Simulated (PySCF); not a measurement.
# C4H11N2Si: the cost of one run

Computed with PySCF 2.14.0 and routines of our own; the level stands in each step. Atoms count from 0.

### Step 1. The system as given

18 atoms, charge 1, multiplicity 1; geometry from: GFN2-xTB.

### Step 2. Magnetic properties: GIAO CAM-B3LYP/pcSseg-1

The job: settings as JSON, then the geometry in Å.

```
{"job": {"kind": "mag", "xc": "CAM-B3LYP", "basis": "pcSseg-1", "isotopologues": 2}, "charge": 1, "multiplicity": 1}
C     -2.138283    -1.127536     0.123296
C     -1.440595    -0.333314     0.927930
Si    -0.075640     0.827037     0.374041
N     -0.253977     1.185596    -1.281725
C     -0.641390     2.123896    -2.017946
N      1.435866    -0.321237     0.115068
C      1.786586    -1.140983     1.281881
H     -2.915674    -1.772581     0.500221
H     -1.969810    -1.164866    -0.940732
H     -1.682563    -0.331370     1.983671
H      0.433244     1.740090     1.386963
H     -0.895416     3.122125    -1.666770
H     -0.723766     1.946435    -3.086289
H      1.218388    -0.932205    -0.674220
H      2.249040     0.226438    -0.167881
H      2.634409    -1.791174     1.072604
H      0.931725    -1.753292     1.557999
H      2.039096    -0.496741     2.120285
```

With the program's defaults for keys left out, this is: GIAO CAM-B3LYP/pcSseg-1 magnetisability, rotational g tensor and spin-rotation constants, non-relativistic, gas phase.

Command:

```console
> OMP_NUM_THREADS=1 python excited_run.py task.json out
```

This one command runs all jobs of the session in turn.

**Question.** How long does this first job take on 1 thread of Arm Neoverse V1, shared host, and how much memory does it need?

About 41 s, with a peak of 0.87 GiB.
